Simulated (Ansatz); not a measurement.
# Li+ with F2: structure and interaction energy

How do Li+ and F2 sit together, how strongly do they interact, and which methods get it right?

Computed with Ansatz 0.2.0, Gaussian basis. Level: PBE0-D4 structure, single points in def2-TZVPPD.

Levels: PBE-D4, revPBE-D4, BLYP-D4, r2SCAN-D4, B97M-V, PBE0-D4, B3LYP-D4, HSE06-D4, wB97X-V, wB97M-V, B2PLYP, Hartree-Fock, MP2, CCSD, CCSD(T). The reference is CCSD(T) extrapolated to the basis limit.

Correlated methods freeze the cores. The outer core shell of Li, Na, Mg and K is correlated. B3LYP uses VWN-RPA correlation. B2PLYP carries no dispersion term here.

163 further runs of the same task are left out: 163 set aside as unsound or not needed.

### 1 Where the work starts

The pair, from a GFN2-xTB docking trial: 3 atoms, charge 1, spin multiplicity 1.

Atoms are counted from 1 here; the program's logs count them from 0.

Bond lengths: Li1–F2 1.876 Å, F2–F3 1.407 Å. Angles: Li1–F2–F3 172.6°.

Geometry (Å):

```csv
atom,x (Å),y (Å),z (Å)
Li1,-0.13220,0.12570,-1.70670
F2,-0.03560,0.03380,0.16410
F3,0.16780,-0.15960,1.54260
```

Atoms 1 to 1 are fragment A (Li+), the rest fragment B (F2).

### 2 A first relaxation in a small basis

Contents of pre/in.yaml:

```yaml
crystal:
  periodic: [false, false, false]
  atoms:
    - {symbol: Li, position_ang: [-0.132200, 0.125700, -1.706700]}
    - {symbol: F, position_ang: [-0.035600, 0.033800, 0.164100]}
    - {symbol: F, position_ang: [0.167800, -0.159600, 1.542600]}
basis:
  gaussian: {orbitals: def2-SVP}
total_charge: 1
hamiltonian: {xc: pbe, dispersion: d4}
relax: {f_tol: 0.03, max_steps: 250}
```

Launch:

```console
$ ansatz run in.yaml --threads 2 --pin off --events-out ev --progress --plain --max-ram 5222MiB
```

After this run come: Relaxation at PBE0-D4; wB97X-V/def2-TZVPPD; wB97M-V/def2-TZVPPD; B2PLYP/def2-TZVPPD; B97M-V/def2-TZVPPD; CCSD(T)/def2-TZVPPD; Hartree-Fock/STO-3G; SPW92/def2-SVP; wB97M-V/def2-SVP; CCSD(T)/def2-SVP; Vibrations of the pair.

**Question.** What will these runs give? Wanted: interaction energy, CCSD(T)/CBS; of it Hartree-Fock; D4 term of PBE0-D4; shortest contact; lowest wavenumber.

The runs gave:

| quantity | value |
| --- | --- |
| interaction energy, CCSD(T)/CBS | -26.78 kJ/mol |
| of it Hartree-Fock (basis limit) | -26.82 kJ/mol |
| D4 term of PBE0-D4 | -0.63 kJ/mol |
| shortest contact | Li1–F2 2.01 Å |
| lowest wavenumber | 115 cm⁻¹ |

What this shows: The pair is bound by 26.78 kJ/mol at fixed fragment shapes. Hartree-Fock gives 100 % of it, so electrostatics, induction and charge transfer lead. B97M-V is the best functional here (-0.23 kJ/mol from CCSD(T)/CBS); BLYP-D4 is the worst (-3.55 kJ/mol). Mean unsigned error by rung: GGA 2.57, meta-GGA 1.17, hybrid 2.44, screened hybrid 1.74, range-separated hybrid 0.82, double hybrid 1.36 kJ/mol. PBE-D4 gives an interaction energy 2.70 kJ/mol too low, an error of 10 % of the reference. CCSD(T) moves by -1.86 kJ/mol from triple zeta to the limit; gaps between functionals far smaller than that don't rank them. A lower arrangement may exist. The restricted Hartree–Fock reference is unstable towards an unrestricted one at one or more of these structures.
